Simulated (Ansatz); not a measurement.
Ti, space group Im-3m, a relaxation of cell and ions

With Ansatz's Python interface.

Typed at the interpreter:
```pycon
>>> import ansatz as az
>>> import matplotlib.pyplot as plt
>>> import numpy as np
>>> config = {
...     "filling": "fermi_dirac",
...     "kmesh": (13, 13, 13),
...     "functional": "lda",
...     "fmax": 0.05,
... }
>>> def edges_and_angles(cell):
...     cell = np.asarray(cell)
...     a, b, c = np.linalg.norm(cell, axis=1)
...     cosines = cell[1] @ cell[2] / (b * c), cell[0] @ cell[2] / (a * c), cell[0] @ cell[1] / (a * b)
...     return (a, b, c, *np.degrees(np.arccos(cosines)))
...
>>> xtal = (
...     az.Lattice.of((-1.641, 1.641, 1.641), (1.641, -1.641, 1.641), (1.641, 1.641, -1.641))
...     .atom("Ti", (0.0, 0.0, 0.0))
... )
>>> # every cell quantity that the symmetry leaves free
>>> setup = (
...     xtal.calculation()
...     .pseudopotentials("paw")
...     .occupations(config["filling"], width=100 * az.meV)
...     .kpoints(mesh=config["kmesh"])
...     .basis(38 * az.Ry)
...     .functional(config["functional"])
...     .relax(force_tolerance=config["fmax"], cell=True)
...     .density_of_states(energy_step=0.05, method="smearing", broadening_width=0.15, projected=True)
... )
>>> steps = []
>>> def collect(event):
...     if event["event"] == "relax_step":
...         steps.append(event["data"])
...
>>> outcome = setup.session().plan().execute(on_event=collect)
>>> summary = outcome.report
>>> summary["converged"], summary["free_energy_ev"]
(True, -2450.2459106527103)
>>> summary["mixing_algorithm"], summary["preconditioner"], summary["eigensolver"]
('MSR1', 'none', 'band_cg')
>>> summary["published_state_doubts"]
[]
>>> for s in steps:
...     flag = "" if s["accepted"] else "  (rejected)"
...     print("step %2d  E = %.5f eV  largest force component = %.4f eV/A%s" % (s["step"], s["lagrangian_ev"], s["allowed_force_max_ev_ang"], flag))
...
step  1  E = -2450.18365 eV  largest force component = 0.0000 eV/A
step  2  E = -2450.23421 eV  largest force component = 0.0000 eV/A
step  3  E = -2450.24583 eV  largest force component = 0.0000 eV/A
step  4  E = -2450.24601 eV  largest force component = 0.0000 eV/A
step  5  E = -2450.24591 eV  largest force component = 0.0000 eV/A
>>> first, last = steps[0], steps[-1]
>>> symbols = [site.symbol for site in outcome.lattice.sites]
>>> print(f"energy gained {first['lagrangian_ev'] - last['lagrangian_ev']:.4f} eV in {len(steps) - 1} steps")
energy gained 0.0623 eV in 4 steps
>>> for label, vectors in (("before", first["cell_ang"]), ("after", outcome.lattice.cell_ang)):
...     print(label, "a b c (A) {:.4f} {:.4f} {:.4f}  angles {:.2f} {:.2f} {:.2f}".format(*edges_and_angles(vectors)), f" V = {abs(np.linalg.det(vectors)):.3f} A^3")
...
before a b c (A) 2.8423 2.8423 2.8423  angles 109.47 109.47 109.47  V = 17.676 A^3
after a b c (A) 2.7444 2.7444 2.7444  angles 109.47 109.47 109.47  V = 15.912 A^3
>>> print("final stress xx yy zz (GPa, compression positive):", np.round(np.diag(summary["stress_gpa"]), 3) + 0.0)
final stress xx yy zz (GPa, compression positive): [-0.026 -0.026 -0.026]
>>> print("atom   start x y z (A)              end x y z (A)")
atom   start x y z (A)              end x y z (A)
>>> for symbol, a, b in zip(symbols, first["positions_ang"], last["positions_ang"]):
...     print(f"{symbol:3s}", " ".join(f"{v:8.4f}" for v in a), "  ", " ".join(f"{v:8.4f}" for v in b))
...
Ti    0.0000   0.0000   0.0000      0.0000   0.0000   0.0000
>>> fig, (top, bottom) = plt.subplots(2, 1, sharex=True, figsize=(4.5, 4))
>>> top.plot([s["lagrangian_ev"] - last["lagrangian_ev"] for s in steps], "o-")
[<matplotlib.lines.Line2D object at 0x...>]
>>> top.set_ylabel("E - E(final) (eV)")
Text(0, 0.5, 'E - E(final) (eV)')
>>> bottom.semilogy([max(s["allowed_force_max_ev_ang"], 1e-6) for s in steps], "s-")
[<matplotlib.lines.Line2D object at 0x...>]
>>> bottom.set(xlabel="step", ylabel="largest force (eV/A)")
[Text(0.5, 0, 'step'), Text(0, 0.5, 'largest force (eV/A)')]
>>> fig.tight_layout()
>>> fig.savefig("relax.png", dpi=100)
>>> print("relaxed fractional positions")
relaxed fractional positions
>>> for site in outcome.lattice.sites:
...     print(f"  {site.symbol:2s}", " ".join(f"{v % 1:8.5f}" for v in np.round(site.position_frac, 5)))
...
  Ti  0.00000  0.00000  0.00000
>>> n_atoms = len(summary["lattice"]["sites"])
>>> print("F =", round(summary["free_energy_ev"], 4), "eV for", n_atoms, "atoms")
F = -2450.2459 eV for 1 atoms
>>> print("E(sigma -> 0) =", round(summary["energy_sigma0_ev"], 4), "eV, TS =", round(summary["entropy_ts_ev"], 5), "eV")
E(sigma -> 0) = -2450.2119 eV, TS = 0.06794 eV
>>> print("closed by", summary["closed_by"], "after", summary["n_iterations"], "iterations")
closed by deck_thresholds after 4 iterations
>>> used = summary["setup"]
>>> print("cutoffs (eV):", used["ecut_ev"], used["ecutrho_ev"], " FFT grid:", used["fft_dense"])
cutoffs (eV): 517.016338673772 2068.065354695088  FFT grid: [24, 24, 24]
>>> print("cell volume {:.3f} A^3, {} symmetry operations".format(used["cell_volume_ang3"], used["n_sym_ops"]))
cell volume 15.912 A^3, 48 symmetry operations
>>> # first and second moments of the projected d states
>>> dos = outcome.density_of_states()
>>> energy = np.asarray(dos.energies_ev) - dos.fermi_ev
>>> window = (energy > -10) & (energy < 3)
>>> for index, site in enumerate(outcome.projected_density_of_states().sites):
...     for shell in site.shells:
...         if shell.l == 2:
...             g = sum(np.sum(part.g_bin_mean_per_ev, axis=0) for part in shell.curves)[window]
...             if g.sum() > 1e-6:
...                 centre = (g * energy[window]).sum() / g.sum()
...                 width = np.sqrt((g * (energy[window] - centre) ** 2).sum() / g.sum())
...                 print(f"site {index} {site.species} {shell.label}: centre {centre:.3f} eV, rms width {width:.3f} eV")
...
site 0 Ti 3D: centre 0.340 eV, rms width 1.646 eV
```

Notes:
- Total energies depend on the potentials; only differences at equal settings carry meaning. A total without «per atom» is that of the whole cell that was run.
- Spin is left out of this run.
- For a metal this k-point mesh is coarse: on a finer one energies can move by several to tens of meV an atom and pressures by half a GPa or more, differences at one mesh by less.
- Projections exist only for the shells that the potentials hold, some of them semicore, and samples at single energies can miss narrow peaks.
- Energies along a relaxation are free energies. Rows at an unchanged volume are solved on a plane-wave basis chosen afresh for that cell, so the energy can jump there; the script counts such rows among its steps.
- Edges and angles are those of the cell as typed, here a primitive one, not of the conventional cell.
- This isn't the structure that Ti takes at ambient conditions.
- The computed bands are complete only to about 2.9 eV above the Fermi level; beyond that the density of states is undercounted.
- A band centre counts only the states inside the window taken.
- Timing: 5.9 s on 1 thread of Arm Neoverse V2, on a shared host, peak memory 0.4 GiB.
